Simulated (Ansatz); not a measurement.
# GeH₂ (singlet): the correlation ladder at distance Ge1–H3 = 2.214 Å, cc-pVDZ

Aim: climb from Hartree-Fock through coupled cluster and multireference methods for GeH₂ (singlet) at one geometry and basis, and see what each rung misses.

Program: Ansatz 0.2.0, Gaussian basis. Level of theory: cc-pVDZ, core rule «outside noble gas», up to 14 orbitals frozen. These are calculated values, not measurements.

Plan: UHF; CCSD(T) on RHF; CCSD(T) on UHF; BCCD(T) on RHF; CISD; CCSDT(Q) on RHF; CCSDT(Q) on UHF; CCSDTQ on RHF; CASSCF and MRCISD+Q, 2 electrons in 2 orbitals; CASSCF and NEVPT2, 2 electrons in 2 orbitals; CASSCF and MRCISD+Q, 6 electrons in 6 orbitals; CASSCF and MRCISD+Q(relaxed), 6 electrons in 6 orbitals; CASSCF and NEVPT2, 6 electrons in 6 orbitals; Full CI.

17 further runs of the same task are left out: 1 for a mislabelled method, 13 that didn't finish, 3 set aside as unsound or not needed.

## 1. The geometry

The geometry derives from a PBE0/def2-TZVP stationary point (not a proven minimum). One bond is set to the value named and the two fragments are kept rigid. No spin-orbit coupling is included. The filled d shell of Ge may be among the frozen orbitals whatever the setting's name suggests; the logs give the count.

3 atoms, charge 0, spin multiplicity 1.

Atoms are counted from 1 here; the program's logs count them from 0.

Bond lengths: Ge1–H2 1.594 Å.

## 2. UHF

File in.yaml:

```yaml
crystal:
  periodic: [false, false, false]
  atoms:
    - {symbol: Ge, position_ang: [0.000000, -0.036150, -0.005951]}
    - {symbol: H, position_ang: [0.000000, 1.084700, -1.139439]}
    - {symbol: H, position_ang: [0.000000, 1.520575, 1.568343]}
basis:
  gaussian: {orbitals: cc-pVDZ}
magnetization: {spin_polarized: true, initial_magnetization: 0}
hamiltonian: {xc: hf}
output: {orbitals: {seedname: orbitals}}
```

The run is started by

```sh
ansatz run in.yaml --threads 1 --pin off --events-out ev --progress --plain --max-ram 2393MiB
```

The runs that follow: CCSD(T) on RHF; CCSD(T) on UHF; BCCD(T) on RHF; CISD; CCSDT(Q) on RHF; CCSDT(Q) on UHF; CCSDTQ on RHF; CASSCF and MRCISD+Q, 2 electrons in 2 orbitals; CASSCF and NEVPT2, 2 electrons in 2 orbitals; CASSCF and MRCISD+Q, 6 electrons in 6 orbitals; CASSCF and MRCISD+Q(relaxed), 6 electrons in 6 orbitals; CASSCF and NEVPT2, 6 electrons in 6 orbitals; Full CI.

Q: Predict the results of all the runs planned. Wanted: FCI below the RHF energy; RMP2 from FCI; RCCSD from FCI; RCCSD(T) from FCI; RCCSDT(Q) from FCI; NEVPT2 pair from FCI; MRCISD+Q pair from FCI; NEVPT2 valence from FCI; T1 diagnostic.

As calculated:

```
                         quantity                                                                                                      value
         FCI below the RHF energy                                                                                                 -3.3049 eV
                    RMP2 from FCI                                                                                                 +956.5 meV
                   RCCSD from FCI                                                                                                 +102.0 meV
                RCCSD(T) from FCI                                                                                                  +23.6 meV
               RCCSDT(Q) from FCI                                                                                                   +0.5 meV
             NEVPT2 pair from FCI                                                                                                 +681.4 meV
           MRCISD+Q pair from FCI                                                                                                  -38.3 meV
          NEVPT2 valence from FCI                                                                                                 +471.1 meV
levels within 1 kcal/mol (43 meV)  RCCSD(T), BCCD(T), RCCSDT, RCCSDT(Q), RCCSDTQ, MRCISD+Q pair, MRCISD+Q valence, MRCISD+Q(relaxed) valence
                    T1 diagnostic                                                                                                      0.023
   effectively unpaired electrons                                                                                                       0.15
```

RCCSD(T) misses by +23.6 meV, 0.7 % of the correlation energy. MRCISD+Q pair, MRCISD+Q(relaxed) valence fall below full CI: the +Q correction isn't variational, and the cores differ from full CI's. One determinant dominates. Of the multireference levels listed MRCISD+Q valence comes nearest in total energy (+6.1 meV), which doesn't show that its space is the better one. These misses are within one basis, not against nature.
